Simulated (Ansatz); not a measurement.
# C2H8FNSi2: the cost of one run

All numbers below are computed with Ansatz 0.2.0 (RKS PBE0-D4/cc-pVDZ).

## (1) Starting point

Bond lengths: F1–C2 1.328 Å, C2–Si3 1.755 Å, C2–C4 1.437 Å, Si3–C4 2.238 Å, C4–N5 1.564 Å, N5–Si6 1.680 Å, C2–H7 1.109 Å, Si3–H8 1.535 Å, Si3–H9 1.489 Å, C4–H10 1.050 Å, N5–H11 1.031 Å, Si6–H12 1.470 Å, Si6–H13 1.446 Å, Si6–H14 1.462 Å. Angles (14 of 27 angles, heavy atoms first): F1–C2–Si3 117.2°, F1–C2–C4 117.8°, Si3–C2–C4 88.4°, C2–Si3–C4 39.9°, C2–C4–Si3 51.6°, C2–C4–N5 118.1°, Si3–C4–N5 104.8°, C4–N5–Si6 125.0°, F1–C2–H7 105.4°, Si3–C2–H7 114.9°, C4–C2–H7 113.0°, C2–Si3–H8 116.2°, C2–Si3–H9 122.5°, C4–Si3–H8 98.9°.

Structure file:

```xyz
14

F     0.2035    2.3295   -0.4793
C     1.0846    1.4098   -0.1031
Si    1.2641    1.1260    1.6196
C     0.7154    0.0289   -0.2517
N    -0.7896   -0.3548   -0.0647
Si   -1.5902   -1.5579   -0.9220
H     2.0233    1.6674   -0.6343
H     2.4718    0.2800    2.0453
H     0.0961    0.9782    2.5317
H     1.3701   -0.7858   -0.1491
H    -1.3694    0.4970   -0.1094
H    -2.9429   -1.6807   -0.3608
H    -0.8867   -2.8122   -0.7681
H    -1.6629   -1.1547   -2.3254
```

## (2) End point A

input.yaml

```yaml
crystal:
  periodic: [false, false, false]
  atoms:
    - { symbol: F, position_ang: [0.2035, 2.3295, -0.4793] }
    - { symbol: C, position_ang: [1.0846, 1.4098, -0.1031] }
    - { symbol: Si, position_ang: [1.2641, 1.126, 1.6196] }
    - { symbol: C, position_ang: [0.7154, 0.0289, -0.2517] }
    - { symbol: "N", position_ang: [-0.7896, -0.3548, -0.0647] }
    - { symbol: Si, position_ang: [-1.5902, -1.5579, -0.922] }
    - { symbol: H, position_ang: [2.0233, 1.6674, -0.6343] }
    - { symbol: H, position_ang: [2.4718, 0.28, 2.0453] }
    - { symbol: H, position_ang: [0.0961, 0.9782, 2.5317] }
    - { symbol: H, position_ang: [1.3701, -0.7858, -0.1491] }
    - { symbol: H, position_ang: [-1.3694, 0.497, -0.1094] }
    - { symbol: H, position_ang: [-2.9429, -1.6807, -0.3608] }
    - { symbol: H, position_ang: [-0.8867, -2.8122, -0.7681] }
    - { symbol: H, position_ang: [-1.6629, -1.1547, -2.3254] }
basis:
  gaussian: { orbitals: cc-pVDZ }
hamiltonian:
  xc: pbe0
  dispersion: d4
relax:
  f_tol: 0.015
  max_steps: 40
```

Launch:

```
$ ansatz run input.yaml --threads 2 --pin off --max-ram 3072MiB --backend cpu --events-out ev --progress --plain --runs-dir out
```

Q: Estimate wall time and peak memory on 2 threads of Intel Xeon at 2.60GHz (Ice Lake), shared host.

About 2.1 min, with a peak of 0.41 GiB.
